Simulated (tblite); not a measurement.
# C22H14N2S2: the cost of one run

Programs: tblite 0.8.0 and PySCF 2.14.0, with routines of our own; each step states its level. All values are computed. Atoms count from 0.

## 1. The starting structure

40 atoms, charge 0, multiplicity 1; geometry from: force field, distance geometry or constructed start.

## 2. Relaxing the molecule with GFN2-xTB

What the job is given:

```
{"job": {"kind": "relax", "xc": "GFN2-xTB", "basis": "xTB"}, "charge": 0, "multiplicity": 1}
C      6.732500    -0.664800     1.390300
C      5.803300    -0.135400     2.258800
N      4.492900    -0.074700     2.006800
C      4.086500    -0.538500     0.800000
C      2.639200    -0.525100     0.526300
C      1.775400    -1.047500     1.504400
C      0.403600    -1.094100     1.312900
C     -0.159200    -0.609600     0.134100
C     -1.616100    -0.721100    -0.011500
C     -2.353900    -1.697600    -0.646200
C     -3.756200    -1.451700    -0.574600
C     -4.069400    -0.295200     0.122200
C     -5.382800     0.264200     0.397500
C     -5.689300     1.432900     1.064900
C     -7.096800     1.682700     1.150100
C     -7.825300     0.688400     0.541600
S     -6.820600    -0.519200    -0.131900
S     -2.629500     0.471300     0.675400
C      0.663700    -0.057500    -0.880700
C      0.132600     0.458300    -2.087800
C      0.932900     1.019600    -3.079600
C      2.302300     1.080100    -2.891200
C      2.863800     0.582500    -1.706900
C      2.072500    -0.013500    -0.688300
N      4.910800    -1.085200    -0.110900
C      6.211500    -1.132200     0.207600
H      7.782800    -0.705400     1.623200
H      6.107700     0.256200     3.233100
H      2.193900    -1.432200     2.435900
H     -0.225300    -1.516600     2.100400
H     -1.899900    -2.547300    -1.148400
H     -4.495700    -2.104800    -1.015800
H     -4.950600     2.099700     1.489700
H     -7.539400     2.535000     1.639500
H     -8.897300     0.616800     0.442100
H     -0.942600     0.440400    -2.276100
H      0.487800     1.404200    -3.996400
H      2.944800     1.519000    -3.654000
H      3.941500     0.654400    -1.608100
H      6.857800    -1.567100    -0.549000
```

Started as:

```console
> OMP_NUM_THREADS=1 python large_run.py task.json out
```

One launch serves the whole session: the jobs run in the order shown.

Q: Estimate the wall time and peak memory of this first job on 1 thread of Intel Xeon 6975P-C, shared host.

About 7 s, with a peak of 0.18 GiB.
